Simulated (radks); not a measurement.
# W²⁺ in [Xe] 4f14 5d4: an all-electron calculation

What are the levels of the tungsten ion W2+, how large are its shells, and how does its energy divide?

The numbers are computed with radks (a radial shooting solver on a logarithmic mesh, Libxc functionals) version 1 (Dirac Kohn-Sham, exchange-only PBE, spin-unpolarised, spherical densities, finite nucleus; open shells fill j = l - 1/2 first), except any that are marked as measured or tabulated.

## (1) Starting point

| Quantity | Value |
| --- | --- |
| element | tungsten (Z = 74) |
| charge | +2 |
| electrons | 72 |
| configuration | [Xe] 4f14 5d4 |
| nuclear rms radius | 5.3658 fm |

## (2) The run

The run's settings:

```text
Z 74
configuration [Xe] 4f14 5d4 6s0 6p0
relativity Dirac
functional pbe,
spin unpolarised
j_filling energy
nucleus finite rms 5.3658 fm
c 137.035999084
```

**Question.** What will this run give?

As calculated:

| quantity | value |
| --- | --- |
| total energy | -16158.1470 hartree |
| exchange-correlation share of it | 1.98 % |
| −T/E | 1.1264 |
| highest occupied level | 5d3/2, -19.128 eV |
| most extended occupied level | 5d3/2, <r> = 1.88 bohr |
| radius at density 0.001 e/bohr³ | 3.78 bohr |
| maxima of the radial density | 4 |
| ionisation energy, NIST | 26.0 (semi-emp.) eV |

What this shows: 5 principal shells are occupied and 4 maxima appear in the radial density; where shells overlap, one shows as a shoulder or not at all. Relativity lifts −T/E to 1.126. The top level binds by 19.128 eV, 74 % of the NIST ionisation energy of 26.0 eV; the potential of a semilocal functional falls off too fast, so its top eigenvalue is too shallow. Spin polarisation and multiplet splitting are left out.
